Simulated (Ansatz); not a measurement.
Runs of Ansatz 0.2.0 on TaWC2. Symmetry: R-3m, No. 166, trigonal system. The conventional cell has a = 3.144 Å, b = 3.144 Å, c = 15.305 Å, α = 90.00°, β = 90.00°, γ = 120.00°. W (site symmetry -3m) is surrounded by 6 C at 2.21 Å. Around Ta (site symmetry -3m) lie 6 C at 2.23 Å. C (site symmetry 3m) is surrounded by 3 W at 2.21 Å and 3 Ta at 2.23 Å. The cell comes from a database or a generator and needn't be the stable form of this composition.

```tsv
potentials or basis	cutoff (eV)	gap on the mesh (eV)	pressure (GPa)	largest force (eV/Å)
JTH PAW	1290	none	(a)	0.06
PseudoDojo stringent (PBEsol files)	1796	none	-10.8	0.06
PseudoDojo standard (PBEsol files)	1116	none	-10.6	0.06
Ansatz PAW	420	none	-10.8	0.08
Ansatz PAW earlier set	820	none	-10.8	0.08
```

Alike in all rows: task single point; level PBEsol; no spin polarisation; cell as given; k mesh 10 × 10 × 10; smearing fermi-dirac 0.05 eV.

Fill in the values left out.

(a) -10.1.

Caveats: the PAW data sets come from PBE, with cores solved anew for the run's functional, which leaves a small shift of forces and pressure (some runs).

A k mesh can miss the band edges, and the runs leave out spin-orbit coupling on Ta, W.

A gap of «none» marks a metal or a gap under the smearing width.

The runs don't all hold the same shells in valence.
